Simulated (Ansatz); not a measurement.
# CH5ClGaN: the cost of one run

Program: Ansatz 0.2.0. Level of theory: RKS SPW92 (LDA)/def2-TZVP. These are calculated values, not measurements.

## 1. Where the work starts

SMILES `[CH3][Ga]([NH2])[Cl]`, 9 atoms, charge 0, spin multiplicity 1.

Atoms are counted from 1 here; the program's logs count them from 0.

Bond lengths: C1–Ga2 1.958 Å, C1–H5 1.108 Å, C1–H6 1.107 Å, C1–H7 1.109 Å, Ga2–N3 1.816 Å, Ga2–Cl4 2.182 Å, N3–H8 1.021 Å, N3–H9 1.021 Å. Angles: Ga2–C1–H5 109.6°, Ga2–C1–H6 111.5°, Ga2–C1–H7 109.3°, H5–C1–H6 109.3°, H5–C1–H7 108.0°, H6–C1–H7 109.0°, C1–Ga2–N3 127.6°, C1–Ga2–Cl4 120.3°, N3–Ga2–Cl4 112.0°, Ga2–N3–H8 122.9°, Ga2–N3–H9 124.6°, H8–N3–H9 112.6°.

As a file:

| atom | x (Å) | y (Å) | z (Å) |
| --- | --- | --- | --- |
| C1 | -0.1287 | 1.5157 | -0.3553 |
| Ga2 | -0.0524 | -0.4403 | -0.4172 |
| N3 | 0.3202 | -1.5792 | 0.9474 |
| Cl4 | -0.4505 | -1.5006 | -2.2823 |
| H5 | 0.5115 | 1.9380 | -1.1549 |
| H6 | 0.2067 | 1.9037 | 0.6261 |
| H7 | -1.1700 | 1.8485 | -0.5390 |
| H8 | 0.3350 | -2.5936 | 0.8337 |
| H9 | 0.5391 | -1.2889 | 1.9010 |

This geometry comes from a loose relaxation at PBE in a small basis, which is not shown.

## 3. Plan of the scan

- bond length Ga2–N3: 15 values from 1.540 to 2.507 Å
- dihedral C1–Ga2–N3–H8: 15 values from −180 to 156 °, periodic

Nothing else is relaxed (all other coordinates rigid). Energies count from the relaxed molecule at the same level. Points are written as (first, second).

(The set-up runs are not shown.)

## 4. The run at (1.816 Å, −180°)

input.yaml reads:

```yaml
crystal:
  periodic: [false, false, false]
  atoms:
    - { symbol: C, position_ang: [-0.130982, 1.495779, -0.354731] }
    - { symbol: Ga, position_ang: [-0.061925, -0.424253, -0.390272] }
    - { symbol: "N", position_ang: [0.342026, -1.580037, 0.950938] }
    - { symbol: Cl, position_ang: [-0.502355, -1.469997, -2.206614] }
    - { symbol: H, position_ang: [0.572525, 1.901487, -1.096909] }
    - { symbol: H, position_ang: [0.122366, 1.892722, 0.638301] }
    - { symbol: H, position_ang: [-1.141686, 1.831102, -0.631189] }
    - { symbol: H, position_ang: [0.345022, -2.586458, 0.807464] }
    - { symbol: H, position_ang: [0.582858, -1.305695, 1.89884] }
basis:
  gaussian: { orbitals: def2-TZVP }
hamiltonian:
  xc: lda
output:
  forces: true
```

The run is started by

```bash
> ansatz run input.yaml --threads 1 --pin off --max-ram 2560MiB --backend cpu --events-out ev --progress --plain --runs-dir out
```

What time and memory should one allow on 1 thread of Arm Neoverse V2, shared host?

About 3.9 s, with a peak of 0.2 GiB.
